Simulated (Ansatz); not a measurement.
# K3SbI: the cost of one run

Program: Ansatz 0.2.0. Level of theory: DFT PBE, scalar-relativistic, plane waves, PAW. These are calculated values, not measurements.

## (1) The structure to begin with

It takes space group P4/mmm (No. 123, tetragonal). Conventional cell: a = 5.158 Å, b = 5.158 Å, c = 7.553 Å, α = 90.00°, β = 90.00°, γ = 90.00°. K (site symmetry mmm) is surrounded by 2 I at 2.58 Å. Around K (site symmetry 4/mmm) lie 4 Sb at 3.65 Å. Sb (site symmetry 4/mmm) has 4 K at 3.65 Å and 2 I at 3.78 Å in its first shell of neighbours. I (site symmetry 4/mmm) is surrounded by 4 K at 2.58 Å and 2 Sb at 3.78 Å.

Coordinates:

```
CELL_PARAMETERS angstrom
5.15793 0.00000 0.00000
0.00000 5.15793 0.00000
0.00000 0.00000 7.55275
ATOMIC_POSITIONS crystal
K 0.00000 0.50000 0.00000
K 0.50000 0.00000 0.00000
K 0.50000 0.50000 0.50000
Sb 0.00000 0.00000 0.50000
I 0.00000 0.00000 0.00000
```

Recipe of the guess: random cell by space group and Wyckoff sites (P4/mmm, No. 123). Its size is a rough estimate.

## (2) Probe: one point on a coarse mesh

Contents of input.yaml:

```yaml
crystal:
  lattice:
    - [5.15792571, 0.0, 0.0]
    - [0.0, 5.15792571, 0.0]
    - [0.0, 0.0, 7.55274586]
  atoms:
    - { symbol: K, position: [0.0, 0.5, 0.0] }
    - { symbol: K, position: [0.5, 0.0, 0.0] }
    - { symbol: K, position: [0.5, 0.5, 0.5] }
    - { symbol: Sb, position: [0.0, 0.0, 0.5] }
    - { symbol: I, position: [0.0, 0.0, 0.0] }
basis:
  ecutwfc: 420
kpoints:
  mp_grid: { grid: [4, 4, 2] }
hamiltonian:
  xc: pbe
scf:
  occupations: { method: gaussian, width: 0.1 }
  lower_state_search: "off"
output:
  forces: true
  stress: true
  eigenvalues: true
```

Run with:

```sh
> ansatz run input.yaml --threads 1 --pin off --max-ram 2560MiB --backend cpu --events-out ev --progress --plain --runs-dir out
```

What time and memory should one allow on 1 thread of Intel Xeon Platinum 8259CL at 2.50GHz (Skylake/Cascade Lake), shared host?

About 5.4 s, with a peak of 0.51 GiB.
